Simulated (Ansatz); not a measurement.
**C2H10InN: basis-set convergence**

The task here is to estimate one member of a computed series from the others.

The runs use Ansatz 0.2.0, Gaussian basis; one geometry, several basis sets.

Levels to be run: PBE0-D4/def2-SVP; ωB97M-V/def2-SVP; PBE0-D4/def2-QZVPP; ωB97M-V/def2-QZVPP; the functionals' def2-TZVPP values are taken from earlier runs.

2 further runs of the same task are left out: 2 for a known fault of the program.

## Structure used throughout

An earlier PBE0-D4 in a triple-zeta def2 set relaxation fixed the geometry. In takes the def2 core potential; no spin-orbit term is included.

14 atoms, charge 0, spin multiplicity 1.

Atoms are counted from 1 here; the program's logs count them from 0.

Bond lengths: C1–N2 1.461 Å, C1–H5 1.090 Å, C1–H6 1.096 Å, C1–H7 1.091 Å, N2–C3 1.461 Å, N2–In4 2.374 Å, N2–H8 1.014 Å, C3–H9 1.091 Å, C3–H10 1.090 Å, C3–H11 1.096 Å, In4–H12 1.738 Å, In4–H13 1.739 Å, In4–H14 1.738 Å. Angles: N2–C1–H5 109.6°, N2–C1–H6 112.0°, N2–C1–H7 108.9°, H5–C1–H6 109.4°, H5–C1–H7 108.2°, H6–C1–H7 108.7°, C1–N2–C3 112.4°, C1–N2–In4 110.8°, C1–N2–H8 109.0°, C3–N2–In4 110.9°, C3–N2–H8 109.0°, In4–N2–H8 104.5°, N2–C3–H9 108.9°, N2–C3–H10 109.6°, N2–C3–H11 112.0°, H9–C3–H10 108.2°, H9–C3–H11 108.7°, H10–C3–H11 109.4° and more.

As a file:

```xyz
14
charge 0, multiplicity 1
C    -0.1143    1.2131   -0.8997
N    -0.4561    0.1951    0.0904
C     0.0382    0.5284    1.4238
In    0.3236   -1.9410   -0.5913
H    -0.5410    0.9417   -1.8653
H    -0.4752    2.2068   -0.6090
H     0.9713    1.2526   -1.0053
H    -1.4652    0.0976    0.1278
H     1.1293    0.5430    1.4026
H    -0.2786   -0.2366    2.1328
H    -0.3194    1.5081    1.7619
H    -0.3090   -2.8336    0.7592
H     2.0076   -1.5083   -0.5914
H    -0.5242   -1.9961   -2.1076
```

Set-up of the first run:

in.yaml

```yaml
crystal:
  periodic: [false, false, false]
  atoms:
    - {symbol: C, position_ang: [-0.114285, 1.213141, -0.899652]}
    - {symbol: N, position_ang: [-0.456120, 0.195094, 0.090419]}
    - {symbol: C, position_ang: [0.038209, 0.528384, 1.423841]}
    - {symbol: In, position_ang: [0.323650, -1.940990, -0.591316]}
    - {symbol: H, position_ang: [-0.541027, 0.941683, -1.865320]}
    - {symbol: H, position_ang: [-0.475155, 2.206794, -0.608997]}
    - {symbol: H, position_ang: [0.971286, 1.252596, -1.005318]}
    - {symbol: H, position_ang: [-1.465178, 0.097552, 0.127846]}
    - {symbol: H, position_ang: [1.129333, 0.543023, 1.402616]}
    - {symbol: H, position_ang: [-0.278607, -0.236620, 2.132830]}
    - {symbol: H, position_ang: [-0.319442, 1.508126, 1.761858]}
    - {symbol: H, position_ang: [-0.309021, -2.833602, 0.759219]}
    - {symbol: H, position_ang: [2.007552, -1.508291, -0.591394]}
    - {symbol: H, position_ang: [-0.524197, -1.996093, -2.107630]}
basis:
  gaussian: {orbitals: def2-SVP}
hamiltonian: {xc: pbe0, dispersion: d4}
output: {orbitals: {seedname: orbitals}}
```

Started as:

```sh
$ ansatz run in.yaml --threads 4 --pin off --events-out ev --progress --plain --max-ram 10444MiB
```

Among the steps run: PBE0-D4 in def2-SVP; ωB97M-V in def2-SVP; PBE0-D4 in def2-QZVPP; ωB97M-V in def2-QZVPP.

One of the session's tables, all rows but one given; the rest of the session is left out.

It belongs to the step «Functionals by basis». 

```
functional       basis  HOMO (eV)  LUMO (eV)
   PBE0-D4    def2-SVP      -7.21       0.14
   PBE0-D4  def2-TZVPP          ?          ?
   PBE0-D4  def2-QZVPP      -7.29      -0.30
   ωB97M-V    def2-SVP      -9.37       1.67
   ωB97M-V  def2-TZVPP      -9.50       1.08
   ωB97M-V  def2-QZVPP      -9.51       0.78
```

Estimate the missing values for PBE0-D4, def2-TZVPP.

As computed: HOMO (eV): -7.28; LUMO (eV): -0.16. In the column «HOMO (eV)» it lies between PBE0-D4, def2-QZVPP (-7.29) and PBE0-D4, def2-SVP (-7.21).
